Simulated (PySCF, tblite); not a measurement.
# C₅H₄N₄: geometry, infrared bands and NMR shifts

Wanted: the infrared bands and NMR shifts of C₅H₄N₄ (`Cc1nncc(C#N)n1`), by calculation.

The runs use tblite 0.8.0 and PySCF 2.14.0, with density-fitted response routines of our own; the level of theory stands in each step. All values are computed, except where a source is named. Atoms count from 0, in the outputs and in this text.

**1. Starting geometry**

13 atoms, charge 0, multiplicity 1; geometry from: force field or distance geometry start.

Bonds of the start (Å): C0–C1 1.49, C1–N2 1.34, N2–N3 1.32, N3–C4 1.35, C4–C5 1.39, C5–C6 1.44, C6–N7 1.17, C5–N8 1.34, N8–C1 1.36, C0–H9 1.11, C0–H10 1.13, C0–H11 1.13, C4–H12 1.08.

**2. Optimising the geometry with GFN2-xTB**

What the job is given:

```
{"job": {"kind": "relax", "xc": "GFN2-xTB", "basis": "xTB"}, "charge": 0, "multiplicity": 1}
C     -2.312500    -0.431100    -0.310000
C     -0.957800     0.081500     0.026900
N     -0.812900     1.205500     0.749100
N      0.393700     1.660300     1.041200
C      1.522000     1.012000     0.683900
C      1.394600    -0.152700    -0.056000
C      2.527800    -0.916000    -0.510200
N      3.457700    -1.523800    -0.873600
N      0.161700    -0.589100    -0.350700
H     -3.097900     0.121900     0.240800
H     -2.384900    -0.302600    -1.427300
H     -2.404900    -1.544900    -0.167800
H      2.508900     1.379500     0.936100
```

The run is started by

```sh
> OMP_NUM_THREADS=1 python probes_run.py task.json out
```

This one command runs all jobs of the session in turn.

**Question.** This job is followed by: GFN2-xTB harmonic vibrations, gas phase; GIAO PBE0/pcSseg-1 NMR shielding, non-relativistic, gas phase. Predict these results of the whole session: strongest single infrared mode (GFN2-xTB); zero-point energy (GFN2-xTB); 13C shifts against TMS (PBE0/pcSseg-1); 1H shifts against TMS (PBE0/pcSseg-1, means over atoms taken as alike); 15N shifts against NH3 (PBE0/pcSseg-1).

**Answer**, as computed:

| quantity | value |
| --- | --- |
| strongest single infrared mode (GFN2-xTB) | 2374 cm⁻¹, 102 km/mol |
| zero-point energy (GFN2-xTB) | 54.3 kcal/mol |
| 13C shifts against TMS (PBE0/pcSseg-1) | 173.1, 156.4, 139.2, 120.5, 26.8 ppm |
| 1H shifts against TMS (PBE0/pcSseg-1, means over atoms taken as alike) | 9.69, 3.28 ppm |
| 15N shifts against NH3 (PBE0/pcSseg-1) | 501.7, 453.4, 334.2, 330.3 ppm |

Relaxing lowered the energy by 0.367 eV in 33 steps; the close pair that moved most is C0–H11, from 1.127 to 1.087 Å. The lowest mode is imaginary (22i cm⁻¹), so the xTB geometry is not a minimum. The strongest single mode, at 2374 cm⁻¹, moves mainly C6 and N7. Unscaled tight-binding wavenumbers are off by several per cent, some by more. Its intensities can rank the bands wrongly. At PBE0/pcSseg-1: Shielding is most anisotropic at N3 (span 984 ppm, paramagnetic term -553 ppm). NICS(1)zz of -26 ppm above the planar ring from C1 marks a diatropic (aromatic) ring current.
